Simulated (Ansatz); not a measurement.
**AlGeH4Cl (SMILES [Cl][AlH][GeH3]) at PBE-QIDH/def2-SVP**

What is the vertical singlet–triplet gap of AlGeH4Cl at PBE-QIDH/def2-SVP? 

The calculation is run with Ansatz 0.2.0.

66 further runs of the same task are left out: 66 set aside as unsound or not needed. Runs told in other sessions of the task aren't counted.

### 1 Starting point

AlGeH4Cl: 7 atoms, total charge 0, spin state singlet. SMILES: `[Cl][AlH][GeH3]`. Geometry: relaxed at PBE0-D4/def2-TZVP.

Bond lengths: Cl1–Al2 2.102 Å, Al2–Ge3 2.467 Å, Al2–H4 1.580 Å, Ge3–H5 1.540 Å, Ge3–H6 1.540 Å, Ge3–H7 1.540 Å. Angles: Cl1–Al2–Ge3 116.8°, Cl1–Al2–H4 116.5°, Ge3–Al2–H4 126.7°, Al2–Ge3–H5 111.0°, Al2–Ge3–H6 111.0°, Al2–Ge3–H7 112.3°, H5–Ge3–H6 107.2°, H5–Ge3–H7 107.6°, H6–Ge3–H7 107.6°.

### 2 The energy at PBE-QIDH/def2-SVP

The input, run.yaml:

```yaml
crystal:
  periodic: [false, false, false]
  atoms:
    - {symbol: Cl, position_ang: [-2.499300, -1.527200, -0.126900]}
    - {symbol: Al, position_ang: [-0.425400, -1.314700, 0.144500]}
    - {symbol: Ge, position_ang: [0.501100, 0.959800, -0.093300]}
    - {symbol: H, position_ang: [0.379500, -2.632000, 0.480000]}
    - {symbol: H, position_ang: [0.225700, 1.522500, -1.499900]}
    - {symbol: H, position_ang: [-0.144000, 1.926400, 0.916800]}
    - {symbol: H, position_ang: [2.023700, 0.997300, 0.133100]}
basis:
  gaussian:
    orbitals: def2-SVP
hamiltonian:
  xc: {name: PBE-QIDH}
correlation:
  frozen_orbitals: {Al: 5, Cl: 5, Ge: 9, H: 0}
accuracy: high
output:
  orbitals: {seedname: orbitals}
```

Started as:

```bash
ansatz run run.yaml --threads 1 --pin off --max-ram 2610MiB --events-out events.jsonl --progress --plain --runs-dir runs
```

The program printed:

```text
Warning: RAYON_NUM_THREADS=1 ignored (pool sized by the plan → 1); use --threads N
Functional definition: PBE-QIDH
  name "PBE-QIDH"
  parameter a = 3^(-1/3)
  parameter c = 1/3
  exchange = (1 - a)*pbe_x + a*exact_x
  correlation = (1 - c)*pbe_c + c*(mp2_os + mp2_ss)
1768 factors; integrals over basis functions are off by at most 6.3e-9 eV
mean field evaluation 1: about -75657.4486 eV, gradient 1.3e1 eV
mean field evaluation 2: about -75657.4746 eV, gradient 1.3e1 eV
mean field evaluation 4: about -75658.1253 eV, gradient 1.2e0 eV
mean field evaluation 8: about -75658.1321 eV, gradient 1.4e-2 eV
mean field evaluation 16: about -75658.1321 eV, gradient 1.1e-6 eV
mean field -75658.13211856 eV, -2780.3850724334 hartree, gradient 5.5e-8 eV, S^2 0.000000; 0 other end points of the search recorded, 0 dependent functions left out
19 core orbitals not correlated: weight in the atoms' cores, before any rotation towards them, 1.000 or more for the frozen orbitals, at most 0.000 for the correlated occupied ones
reference -75658.13211968 eV, -2780.3850724745 hartree; 14, 14 occupied and 55, 55 virtual orbitals, 1768 factors
second order -13.25061727 eV of doubles, -0.00000000 eV of singles
Total energy: -75662.54899211 eV, -2780.5473895422 hartree
```

It took 14 s on 1 thread of Arm Neoverse V1, shared host; peak memory 0.3 GiB.

### 3 The triplet, same level

Edit run.yaml of step 2 so:

```diff
@@ -11,10 +11,7 @@
 basis:
-  gaussian:
-    orbitals: def2-SVP
-hamiltonian:
-  xc: {name: PBE-QIDH}
-correlation:
-  frozen_orbitals: {Al: 5, Cl: 5, Ge: 9, H: 0}
+  gaussian: {orbitals: def2-SVP}
+magnetization: {spin_polarized: true, initial_magnetization: 2}
+hamiltonian: {xc: {name: PBE-QIDH}}
+correlation: {frozen_orbitals: {Al: 5, Cl: 5, Ge: 9, H: 0}}
 accuracy: high
-output:
-  orbitals: {seedname: orbitals}
+output: {orbitals: {seedname: orbitals}}
```

Started as:

```bash
ansatz run run.yaml --threads 1 --pin off --max-ram 2610MiB --events-out events.jsonl --progress --plain --runs-dir runs
```

The program printed (excerpt; [...] marks lines left out):

```text
Warning: RAYON_NUM_THREADS=1 ignored (pool sized by the plan → 1); use --threads N
Functional definition: PBE-QIDH
  name "PBE-QIDH"
[...]
1767 factors; integrals over basis functions are off by at most 6.3e-9 eV
[...]
mean field -75653.89406252 eV, -2780.2293267463 hartree, gradient 5.8e-8 eV, S^2 2.005410; 0 other end points of the search recorded, 0 dependent functions left out
19 core orbitals not correlated: weight in the atoms' cores, before any rotation towards them, 1.000 or more for the frozen orbitals, at most 0.000 for the correlated occupied ones
reference -75653.89406368 eV, -2780.2293267891 hartree; 15, 13 occupied and 54, 56 virtual orbitals, 1767 factors
second order -13.03388218 eV of doubles, -0.00000000 eV of singles
Total energy: -75658.23869108 eV, -2780.3889889010 hartree
```

Run time: 26 s. Hardware: 1 thread of Arm Neoverse V1, shared host; peak memory 0.46 GiB.

### 4 Results

Level: PBE-QIDH/def2-SVP, 19 core orbitals frozen.

| quantity | value |
| --- | --- |
| singlet: total energy | -2780.54739 Eh |
| singlet: HOMO energy (SCF part's orbitals) | -9.51 eV |
| singlet: LUMO energy (SCF part's orbitals) | -0.43 eV |
| singlet: HOMO–LUMO gap (SCF part's orbitals) | 9.08 eV |
| triplet: total energy | -2780.38899 Eh |
| triplet: HOMO energy (SCF part's orbitals) (highest over α and β) | -5.25 eV |
| triplet: LUMO energy (SCF part's orbitals) (lowest over α and β) | -4.52 eV |
| triplet: ⟨S²⟩ | 2.005 |
| vertical energy of the triplet above the singlet | 4.310 eV |

**Reading.** At this shape the triplet lies 4.31 eV (416 kJ/mol) above the singlet.
